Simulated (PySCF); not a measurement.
# C8H7F3O (4-(trifluoromethyl)benzyl alcohol): the cost of one run

Computed with PySCF 2.14.0, with density-fitted response routines of our own, on a single molecule, in the gas phase or a continuum. Atoms are numbered from 0 throughout.

## (1) Starting geometry

19 atoms, charge 0, multiplicity 1; geometry from: GFN2-xTB.

Bonds of the start (Å): O0–C1 1.40, C1–C2 1.51, C2–C3 1.39, C3–C4 1.38, C4–C5 1.39, C5–C6 1.50, C6–F7 1.35, C6–F8 1.35, C6–F9 1.34, C5–C10 1.39, C10–C11 1.38, C11–C2 1.39, O0–H12 0.96, C1–H13 1.10, C1–H14 1.10, C3–H15 1.08, C4–H16 1.08, C10–H17 1.08, C11–H18 1.08.

## (2) Relaxing the molecule at PBE0-D3(BJ)/def2-SVP

Job settings and geometry (Å):

```
{"job": {"xc": "PBE0", "basis": "def2-SVP", "d3": "d3bj", "grid": 1, "kind": "geom"}, "charge": 0, "multiplicity": 1}
O      3.310626     0.142756    -1.194122
C      2.726420    -0.301304     0.003094
C      1.223233    -0.166926     0.041112
C      0.554542    -0.103193     1.258526
C     -0.821297     0.008609     1.297421
C     -1.539172     0.065107     0.108214
C     -3.035216     0.170142     0.172652
F     -3.446828     1.081955     1.072063
F     -3.609952    -0.993627     0.538841
F     -3.594574     0.511749    -0.996541
C     -0.884312    -0.001492    -1.112911
C      0.493376    -0.116989    -1.139524
H      3.116602     1.079803    -1.310112
H      2.992047    -1.361782     0.078047
H      3.164305     0.216330     0.869736
H      1.114903    -0.142789     2.180457
H     -1.340804     0.059051     2.242086
H     -1.447162     0.038043    -2.032667
H      1.013460    -0.176192    -2.083834
```

Launch:

```
OMP_NUM_THREADS=1 python probes_run.py task.json out
```

This one command runs all jobs of the session in turn.

Q: Estimate the wall time and peak memory of this first job on 1 thread of Intel Xeon Platinum 8488C, shared host.

About 6.2 min, with a peak of 0.89 GiB.
